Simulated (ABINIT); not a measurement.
# SnSe2 (P-3m1) in ABINIT: equation of state

How stiff is SnSe2 in PBEsol, and what volume does it want? The cell is scaled to several volumes.

Program: ABINIT 10.8.3 (patched build). These are calculated values, not measurements. Logs are shortened: lines on timing, memory, paths and dates and some standing lists are left out, and cuts for length are marked. The log counts tension as positive stress, the text compression.

### Step 1. The crystal as given

The structure is trigonal, space group P-3m1 (No. 164). Conventional cell: a = 3.811 Å, b = 3.811 Å, c = 6.136 Å, α = 90.00°, β = 90.00°, γ = 120.00°. Sn (site symmetry -3m) is surrounded by 6 Se at 2.68 Å. Around Se (site symmetry 3m) lie 3 Sn at 2.68 Å.

### Step 2. Equation of state, PBEsol

run.abi

```
# Datasets: one volume each
ndtset 7
getwfk -1
scalecart1 3*0.9795861087
scalecart2 3*0.9864848297
scalecart3 3*0.9932883884
scalecart4 3*1.0000000000
scalecart5 3*1.0066227096
scalecart6 3*1.0131594038
scalecart7 3*1.0196128224

# Pseudopotentials
pp_dirpath "./"
pseudos "Sn.upf, Se.upf"

# Structure
acell 3*1.0
rprim
     7.2017462609     0.0000000000     0.0000000000
    -3.6008731305     6.2368952135     0.0000000000
     0.0000000000     0.0000000000    11.5953595007
ntypat 2
znucl 50 34
natom 3
typat 1 2 2
xred
     0.0000000000     0.0000000000     0.0000000000
     0.6666666667     0.3333333333     0.7510000000
     0.3333333333     0.6666666667     0.2490000000

# Plane-wave basis
ecut 43.0

# k points
kptopt 1
ngkpt 8 8 5
nshiftk 1
shiftk 0.0 0.0 0.0

# Exchange and correlation
ixc -116133

# Bands and occupations
nband 28
occopt 3
tsmear 0.00183747

# SCF cycle
nstep 100
tolvrs 1.0e-10

# Output
iomode 3
prtwf 1
prtden 0
prteig 0
prtebands 0
enunit 1
```

Potentials or basis: PseudoDojo NC SR PBEsol v0.4.1 standard.

Run with:

```console
$ abinit run.abi > log 2>&1
```

run.abo:

```text
.Version 10.8.3 of ABINIT
 DATASET    1 : space group P-3 m 1 (#164); Bravais hP (primitive hexag.)
================================================================================
 Values of the parameters that define the memory need for DATASET  1.
     intxc =       0    ionmov =       0      iscf =       7    lmnmax =       6
     lnmax =       6     mgfft =      72  mpssoang =       3    mqgrid =    3353
     natom =       3  nloc_mem =       1    nspden =       1   nspinor =       1
    nsppol =       1      nsym =      12    n1xccc =    2501    ntypat =       2
    occopt =       3   xclevel =       2
       mpw =        6626          nfft =      145800          nkpt =          40
================================================================================
================================================================================
[... 61 lines left out ...]
 DATASET    7 : space group P-3 m 1 (#164); Bravais hP (primitive hexag.)
================================================================================
 Values of the parameters that define the memory need for DATASET  7.
     intxc =       0    ionmov =       0      iscf =       7    lmnmax =       6
     lnmax =       6     mgfft =      72  mpssoang =       3    mqgrid =    3490
     natom =       3  nloc_mem =       1    nspden =       1   nspinor =       1
    nsppol =       1      nsym =      12    n1xccc =    2501    ntypat =       2
    occopt =       3   xclevel =       2
       mpw =        7450          nfft =      145800          nkpt =          40
================================================================================
================================================================================

--------------------------------------------------------------------------------
------------- Echo of variables that govern the present computation ------------
--------------------------------------------------------------------------------
 -outvars: echo values of preprocessed input variables --------
            acell      1.0000000000E+00  1.0000000000E+00  1.0000000000E+00 Bohr
              amu      1.18710000E+02  7.89600000E+01
             ecut      4.30000000E+01 Hartree
           enunit           1
           getwfk          -1
              ixc     -116133
           jdtset        1    2    3    4    5    6    7
         kptrlatt        8    0    0      0    8    0      0    0    5
          kptrlen1     5.64378448E+01
          kptrlen2     5.68353075E+01
          kptrlen3     5.72272875E+01
          kptrlen4     5.76139701E+01
          kptrlen5     5.79955307E+01
          kptrlen6     5.83721356E+01
          kptrlen7     5.87439427E+01
            natom           3
            nband          28
           ndtset           7
            ngfft          45      45      72
             nkpt          40
            nstep         100
             nsym          12
           ntypat           2
           occopt           3
[... 66 lines left out ...]
                      -3.3773119422E-11  4.2126460240E+00  2.9252389321E+00
            xcart7     0.0000000000E+00  0.0000000000E+00  0.0000000000E+00
                       3.6714964156E+00  2.1197394439E+00  8.8789056977E+00
                      -3.3986875221E-11  4.2394788878E+00  2.9438715296E+00
             xred      0.0000000000E+00  0.0000000000E+00  0.0000000000E+00
                       6.6666666667E-01  3.3333333333E-01  7.5100000000E-01
                       3.3333333333E-01  6.6666666667E-01  2.4900000000E-01
            znucl       50.00000   34.00000

================================================================================

 chkinp: Checking input parameters for consistency, jdtset=   1.

 chkinp: Checking input parameters for consistency, jdtset=   2.
[... 37 lines left out ...]
- pspini: atom type   2  psp file is ./Se.upf
12 -116133 2 -1 1198                          pspcod,pspxc,lmax,lloc,mmax
     nproj     2     2     2

   4.17694235E+03                                ecore*ucvol(ha*bohr**3)
--------------------------------------------------------------------------------

================================================================================

--- !BeginCycle
iteration_state: {dtset: 1, }
solver: {iscf: 7, nstep: 100, nline: 4, wfoptalg: 0, }
tolerances: {tolvrs: 1.00E-10, }
...
[... 1129 lines left out ...]
-Cartesian components of stress tensor (GPa)         [Pressure= -1.2212E+00 GPa]
- sigma(1 1)=  1.83883112E+00  sigma(3 2)=  0.00000000E+00
- sigma(2 2)=  1.83883113E+00  sigma(3 1)=  0.00000000E+00
- sigma(3 3)= -1.40682331E-02  sigma(2 1)=  3.24715389E-09

== END DATASET(S) ==============================================================
================================================================================

 -outvars: echo values of variables after computation  --------
            acell      1.0000000000E+00  1.0000000000E+00  1.0000000000E+00 Bohr
           etotal1    -3.2087881117E+02
           etotal2    -3.2088136094E+02
           etotal3    -3.2088322611E+02
           etotal4    -3.2088447849E+02
           etotal5    -3.2088518240E+02
           etotal6    -3.2088539547E+02
           etotal7    -3.2088516949E+02
            fcart1    -1.0178116888E-28 -5.8763385255E-29 -0.0000000000E+00
                       5.0890584442E-28 -5.8763385250E-29 -2.5470739640E-02
                      -4.0712467553E-28  1.1752677050E-28  2.5470739640E-02
            fcart2    -0.0000000000E+00 -0.0000000000E+00  1.1564823173E-18
                      -6.0641633503E-28 -3.5011463428E-28 -2.0700504646E-02
                       6.0641633503E-28  3.5011463428E-28  2.0700504646E-02
            fcart3    -0.0000000000E+00 -0.0000000000E+00  1.1564823173E-18
                      -0.0000000000E+00 -0.0000000000E+00 -1.6301613130E-02
                      -0.0000000000E+00 -0.0000000000E+00  1.6301613130E-02
            fcart4     9.9703419166E-29  5.7563795896E-29  1.1564823173E-18
[... 52 lines left out ...]
           xangst3     0.0000000000E+00  0.0000000000E+00  0.0000000000E+00
                       1.8927110228E+00  1.0927572185E+00  4.5772079779E+00
                      -1.7521262573E-11  2.1855144370E+00  1.5176095692E+00
           xangst4     0.0000000000E+00  0.0000000000E+00  0.0000000000E+00
                       1.9054999987E+00  1.1001409372E+00  4.6081359969E+00
                      -1.7639782332E-11  2.2002818744E+00  1.5278639990E+00
           xangst5     0.0000000000E+00  0.0000000000E+00  0.0000000000E+00
                       1.9181195718E+00  1.1074268511E+00  4.6386543434E+00
                      -1.7755996162E-11  2.2148537022E+00  1.5379825985E+00
           xangst6     0.0000000000E+00  0.0000000000E+00  0.0000000000E+00
                       1.9305752426E+00  1.1146181360E+00  4.6687763192E+00
                      -1.7871965127E-11  2.2292362720E+00  1.5479697783E+00
           xangst7     0.0000000000E+00  0.0000000000E+00  0.0000000000E+00
                       1.9428722317E+00  1.1217178060E+00  4.6985145498E+00
                      -1.7985079825E-11  2.2434356120E+00  1.5578297242E+00
             xred      0.0000000000E+00  0.0000000000E+00  0.0000000000E+00
                       6.6666666667E-01  3.3333333333E-01  7.5100000000E-01
                       3.3333333333E-01  6.6666666667E-01  2.4900000000E-01
 Calculation completed.
```

Run time: 30 min. Hardware: 1 thread of Arm Neoverse V2, shared host; peak memory 0.26 GiB.

What came out:

```
Equilibrium volume                        : 26.74 Å³/atom
Bulk modulus at fixed shape and positions : 65 GPa
Pressure derivative of the bulk modulus   : 4.7
```

Energy against volume, from the lowest point:
```
volume (Å³/atom)  energy (meV/atom)
          24.182              59.72
          24.697              36.60
          25.212              19.68
          25.726               8.32
          26.241               1.93
          26.755               0.00
          27.270               2.05
```

Caveat: pressures at fixed basis lie under the slope of the energies; the cell was scaled at fixed shape and fractional positions, which overstates the stiffness of a crystal with free parameters, most of all of layers and chains; this functional lacks dispersion, which binds the layers, so the pressure and a relaxed spacing across them are unreliable.
